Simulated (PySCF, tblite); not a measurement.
# Si25H36: electronic excitations, NMR shifts, part 2 of 2

tblite 0.8.0 and PySCF 2.14.0. Atoms count from 0. The steps go on from the part before.

## (4) NMR shifts: GIAO KT3/pcSseg-1

The job: settings as JSON, then the geometry in Å.

```
{"job": {"kind": "nmr", "xc": "KT3", "basis": "pcSseg-1", "pop": false}, "charge": 0, "multiplicity": 1}
Si    -4.195911     0.236851     2.579429
Si    -4.207220     0.250248     0.211677
Si    -4.310248     2.489710    -0.534795
Si    -6.203876     3.583196     2.578709
Si    -6.217165     3.591006     0.252197
Si    -4.288253     2.476116     3.333981
Si     3.587325     0.168320    -3.764462
Si     5.516257    -0.924616    -0.579052
Si     5.604982    -0.569196    -2.888895
Si     1.613008    -0.931504    -0.545563
Si     1.756627    -1.014867    -2.930644
Si     1.648373    -3.191827    -3.763647
Si     3.560247    -4.313798    -0.578444
Si     3.297315    -4.569149    -2.888126
Si    -2.307128    -0.824136    -0.614793
Si     3.578795     0.088608     0.254630
Si     5.532877    -3.192829    -0.003033
Si    -0.421196     0.242614     2.563232
Si    -0.333006     0.192149     0.173042
Si     1.714155    -3.143167     0.255334
Si    -2.303095    -0.870359     3.381058
Si    -0.438999     2.410053    -0.614216
Si    -2.302038     3.515184     2.580130
Si    -2.319112     3.519364     0.212305
Si    -0.397242     2.428782     3.381845
H     -5.423900    -0.437221     3.041165
H     -5.438928    -0.427324    -0.238679
H     -4.299745     2.483975    -2.011377
H     -6.277619     4.952312     3.108778
H     -7.426931     2.963315     3.108533
H     -6.298185     4.964946    -0.264669
H     -7.447726     2.974585    -0.264700
H     -4.262259     2.460853     4.810604
H      3.606431     0.179435    -5.234649
H      3.416044     1.587097    -3.417251
H      6.706300    -0.292666     0.028266
H      6.727043     0.301013    -3.264257
H      5.947131    -1.850728    -3.530183
H      0.535290    -0.310181    -3.377721
H      1.647913    -3.214592    -5.233759
H      0.334636    -3.753744    -3.415510
H      3.609195    -5.660259     0.029121
H      4.577992    -4.223588    -3.529607
H      3.105823    -5.976230    -3.263324
H     -2.299701    -0.813655    -2.083475
H     -2.288951    -2.253311    -0.275864
H      3.541259     0.067451     1.722627
H      3.537960     1.522562    -0.065018
H      6.687757    -3.859356    -0.621575
H      5.797323    -3.345209     1.436617
H      0.795605    -0.460281     3.012471
H      0.452155    -3.825463    -0.063247
H      1.714507    -3.099437     1.723184
H     -2.325101    -0.941740     4.849148
H     -2.280608    -2.281602     2.972034
H     -0.444472     2.398576    -2.082941
H      0.808041     3.108227    -0.274665
H     -2.331558     4.915567     3.042123
H     -2.347530     4.924969    -0.237790
H      0.836444     3.114570     2.973004
H     -0.346811     2.483020     4.849980
```

Method: GIAO KT3/pcSseg-1 NMR shielding, non-relativistic, gas phase.

The program printed:

```text
start: PBE on a coarse grid of 59490 points
cycle   1  E = -7255.0494928720  dE =  1.034e+00  |g| = 4.220e-01  |ddm| = 7.965e+00
cycle   2  E = -7255.0580479568  dE = -8.555e-03  |g| = 3.606e-01  |ddm| = 1.238e+00
cycle   3  E = -7255.0804913459  dE = -2.244e-02  |g| = 2.255e-01  |ddm| = 1.227e+00
cycle   4  E = -7255.1002260322  dE = -1.973e-02  |g| = 2.443e-02  |ddm| = 5.651e-01
cycle   5  E = -7255.1003131132  dE = -8.708e-05  |g| = 1.955e-02  |ddm| = 9.771e-02
cycle   6  E = -7255.1004485357  dE = -1.354e-04  |g| = 5.621e-03  |ddm| = 5.339e-02
final grid: 443059 points
cycle   7  E = -7317.0589304346  dE = -1.356e-01  |g| = 6.011e-01  |ddm| = 1.690e+00
cycle   8  E = -7317.0727697106  dE = -1.384e-02  |g| = 2.832e-01  |ddm| = 7.759e-01
cycle   9  E = -7317.0774257300  dE = -4.656e-03  |g| = 5.180e-02  |ddm| = 3.212e-01
cycle  10  E = -7317.0784569895  dE = -1.031e-03  |g| = 1.056e-02  |ddm| = 1.260e-01
cycle  11  E = -7317.0784984608  dE = -4.147e-05  |g| = 2.873e-03  |ddm| = 3.233e-02
cycle  12  E = -7317.0785002541  dE = -1.793e-06  |g| = 1.277e-03  |ddm| = 1.010e-02
cycle  13  E = -7317.0785063731  dE = -6.119e-06  |g| = 3.452e-04  |ddm| = 3.505e-03
cycle  14  E = -7317.0785026421  dE =  3.731e-06  |g| = 7.839e-05  |ddm| = 7.817e-04
converged SCF energy = -7317.0785026421

GIAO shielding tensors (ppm)
atom      isotropic    diamagn.    paramagn.     s11        s22        s33       span
  0 Si     485.149     884.340    -399.191    479.074    482.716    493.656     14.582
  1 Si     481.116     883.780    -402.664    472.447    483.500    487.400     14.954
  2 Si     489.284     884.179    -394.895    473.085    493.549    501.217     28.132
  3 Si     476.241     883.803    -407.561    449.086    482.245    497.393     48.307
  4 Si     476.742     883.648    -406.906    449.865    482.473    497.890     48.025
  5 Si     490.431     884.257    -393.826    474.913    494.565    501.814     26.900
  6 Si     479.302     883.883    -404.581    460.266    485.769    491.871     31.604
  7 Si     487.731     885.536    -397.805    478.624    483.474    501.095     22.472
  8 Si     477.629     884.029    -406.400    461.736    476.311    494.842     33.106
  9 Si     481.922     884.472    -402.550    453.177    467.671    524.917     71.740
 10 Si     481.980     885.650    -403.670    464.113    488.969    492.858     28.745
 11 Si     479.313     883.883    -404.570    460.355    485.726    491.858     31.503
 12 Si     487.769     885.535    -397.766    478.654    483.525    501.128     22.474
 13 Si     477.636     884.033    -406.398    461.740    476.302    494.864     33.124
 14 Si     475.566     884.418    -408.852    458.183    480.699    487.816     29.633
 15 Si     476.852     885.868    -409.016    461.805    479.929    488.823     27.018
 16 Si     465.029     882.935    -417.906    443.487    473.397    478.203     34.716
 17 Si     482.415     884.007    -401.592    469.224    483.416    494.605     25.381
 18 Si     476.506     883.832    -407.325    452.250    458.317    518.953     66.703
 19 Si     476.978     885.870    -408.892    461.928    480.064    488.943     27.015
 20 Si     473.318     883.418    -410.100    445.436    480.184    494.333     48.897
 21 Si     475.642     884.421    -408.779    458.307    480.774    487.844     29.537
 22 Si     485.119     884.334    -399.215    478.995    482.743    493.618     14.623
 23 Si     481.064     883.774    -402.710    472.347    483.474    487.371     15.024
 24 Si     473.372     883.420    -410.049    445.513    480.198    494.404     48.891
 25 H       27.917      32.868      -4.951     23.388     24.903     35.461     12.073
 26 H       27.783      33.015      -5.232     23.178     25.057     35.115     11.936
 27 H       28.173      31.618      -3.445     23.198     26.850     34.471     11.274
 28 H       28.076      28.664      -0.588     24.130     25.049     35.048     10.918
 29 H       28.078      28.658      -0.580     24.133     25.052     35.049     10.917
 30 H       28.085      28.933      -0.848     24.059     25.224     34.972     10.912
 31 H       28.086      28.931      -0.845     24.061     25.225     34.973     10.912
 32 H       28.212      31.987      -3.775     23.460     26.073     35.103     11.643
 33 H       28.221      30.710      -2.489     24.112     25.032     35.517     11.405
 34 H       28.127      31.955      -3.829     24.026     27.233     33.120      9.094
 35 H       27.970      30.929      -2.959     23.946     24.162     35.803     11.857
 36 H       28.082      29.070      -0.987     23.580     24.804     35.863     12.284
 37 H       28.202      31.379      -3.177     24.533     27.128     32.945      8.413
 38 H       27.826      33.215      -5.389     22.550     27.459     33.469     10.919
 39 H       28.221      30.710      -2.489     24.113     25.032     35.517     11.404
 40 H       28.127      31.955      -3.828     24.027     27.233     33.121      9.094
 41 H       27.971      30.925      -2.954     23.946     24.164     35.803     11.857
 42 H       28.200      31.381      -3.181     24.529     27.128     32.943      8.414
 43 H       28.082      29.074      -0.992     23.583     24.804     35.861     12.278
 44 H       28.092      33.072      -4.980     23.291     27.730     33.256      9.965
 45 H       27.887      33.456      -5.569     23.260     27.213     33.187      9.927
 46 H       28.114      33.383      -5.268     23.252     28.014     33.076      9.824
 47 H       27.974      33.585      -5.611     23.458     27.657     32.808      9.350
 48 H       28.061      29.609      -1.548     24.232     24.840     35.110     10.878
 49 H       27.888      30.027      -2.139     24.422     24.997     34.245      9.823
 50 H       27.887      33.501      -5.614     22.154     27.320     34.185     12.031
 51 H       27.977      33.581      -5.605     23.458     27.659     32.814      9.356
 52 H       28.115      33.381      -5.267     23.251     28.015     33.079      9.828
 53 H       28.081      31.986      -3.905     24.092     25.164     34.985     10.893
 54 H       27.945      31.959      -4.014     23.860     26.470     33.504      9.644
 55 H       28.090      33.070      -4.980     23.288     27.728     33.254      9.966
 56 H       27.884      33.454      -5.571     23.255     27.212     33.184      9.929
 57 H       27.917      32.869      -4.952     23.386     24.905     35.461     12.076
 58 H       27.783      33.010      -5.227     23.176     25.057     35.116     11.940
 59 H       27.944      31.960      -4.016     23.858     26.472     33.502      9.644
 60 H       28.080      31.985      -3.905     24.091     25.164     34.985     10.894
```

It took 70 s on 4 threads of Arm Neoverse N1, shared host; peak memory 2 GiB.

The references, computed at this level on geometries of the same kind, shield at (ppm): ¹H TMS 31.76, ²⁹Si TMS 361.7. Their shielding less the atom's gives the shift. The references are single molecules in the gas phase. Atoms listed in one row are averaged.

```tsv
atoms	environment	σ (ppm)	δ (ppm)
H26, H58	hydrogen on a silicon bonded to 3 Si	27.78	3.98
H38	hydrogen on a silicon bonded to 3 Si	27.83	3.93
H45, H56	hydrogen on a silicon bonded to 2 Si	27.89	3.87
H50	hydrogen on a silicon bonded to 3 Si	27.89	3.87
H49	hydrogen on a silicon bonded to 2 Si	27.89	3.87
H25, H57	hydrogen on a silicon bonded to 3 Si	27.92	3.84
H54, H59	hydrogen on a silicon bonded to 2 Si	27.94	3.82
H35, H41	hydrogen on a silicon bonded to 3 Si	27.97	3.79
H47, H51	hydrogen on a silicon bonded to 2 Si	27.98	3.78
H48	hydrogen on a silicon bonded to 2 Si	28.06	3.70
H28, H29	hydrogen on a silicon bonded to 2 Si	28.08	3.68
H53, H60	hydrogen on a silicon bonded to 2 Si	28.08	3.68
H36, H43	hydrogen on a silicon bonded to 2 Si	28.08	3.68
H30, H31	hydrogen on a silicon bonded to 2 Si	28.09	3.67
H44, H55	hydrogen on a silicon bonded to 2 Si	28.09	3.67
H46, H52	hydrogen on a silicon bonded to 2 Si	28.11	3.65
H34, H40	hydrogen on a silicon bonded to 2 Si	28.13	3.63
H27	hydrogen on a silicon bonded to 3 Si	28.17	3.59
H37, H42	hydrogen on a silicon bonded to 2 Si	28.20	3.56
H32	hydrogen on a silicon bonded to 3 Si	28.21	3.55
H33, H39	hydrogen on a silicon bonded to 2 Si	28.22	3.54
Si16	silicon bonded to 2 Si, 2 H	465.0	-103.4
Si20, Si24	silicon bonded to 2 Si, 2 H	473.3	-111.7
Si14, Si21	silicon bonded to 2 Si, 2 H	475.6	-113.9
Si3	silicon bonded to 2 Si, 2 H	476.2	-114.6
Si18	silicon bonded to 4 Si	476.5	-114.8
Si4	silicon bonded to 2 Si, 2 H	476.7	-115.1
Si15, Si19	silicon bonded to 2 Si, 2 H	476.9	-115.2
Si8, Si13	silicon bonded to 2 Si, 2 H	477.6	-116.0
Si6, Si11	silicon bonded to 2 Si, 2 H	479.3	-117.6
Si1, Si23	silicon bonded to 3 Si, H	481.1	-119.4
Si9	silicon bonded to 4 Si	481.9	-120.3
Si10	silicon bonded to 3 Si, H	482.0	-120.3
Si17	silicon bonded to 3 Si, H	482.4	-120.7
Si0, Si22	silicon bonded to 3 Si, H	485.1	-123.5
Si7, Si12	silicon bonded to 3 Si, H	487.7	-126.1
Si2	silicon bonded to 3 Si, H	489.3	-127.6
Si5	silicon bonded to 3 Si, H	490.4	-128.8
```

Ring of atoms Si0, Si1, Si2, Si3, Si4, Si5: NICS(0) -1.7, NICS(1) -1.9, NICS(1)zz 2.7 ppm (means of both faces).

Ring of atoms Si0, Si1, Si2, Si5, Si22, Si23: NICS(0) -2.2, NICS(1) -2.2, NICS(1)zz -1.1 ppm (means of both faces).

Ring of atoms Si0, Si1, Si14, Si17, Si18, Si20: NICS(0) -2.3, NICS(1) -2.2, NICS(1)zz 3.0 ppm (means of both faces).

## (5) Outcome

This closing draws on all 2 parts.

| quantity | value |
| --- | --- |
| lowest singlet (PBE0/def2-SVP) | 4.58 eV (270 nm), f = 0.011 |
| brightest single state of those computed | state 2, 4.61 eV, f = 0.194 |
| lowest triplet | 4.25 eV |
| ¹H shifts against TMS (KT3/pcSseg-1, means over atoms taken as alike) | 3.98, 3.93, 3.87, 3.87, 3.87, 3.84, 3.82, 3.79, 3.78, 3.70, 3.68, 3.68, 3.68, 3.67 ppm and more |
| ²⁹Si shifts against TMS (KT3/pcSseg-1, means over atoms taken as alike) | -103.4, -111.7, -113.9, -114.6, -114.8, -115.1, -115.2, -116.0, -117.6, -119.4, -120.3, -120.3, -120.7, -123.5 ppm and more |

What this shows: The first singlet state (HOMO−1→LUMO 0.95) lies at 4.58 eV and is weak; of the 6 states computed, the strongest absorption comes from state 2 at 4.61 eV. The lowest triplet lies 0.34 eV below the lowest singlet (triplets in Tamm-Dancoff, singlets in full TDDFT). At KT3/pcSseg-1: Shielding is most anisotropic at Si9 (span 72 ppm, paramagnetic term -403 ppm).
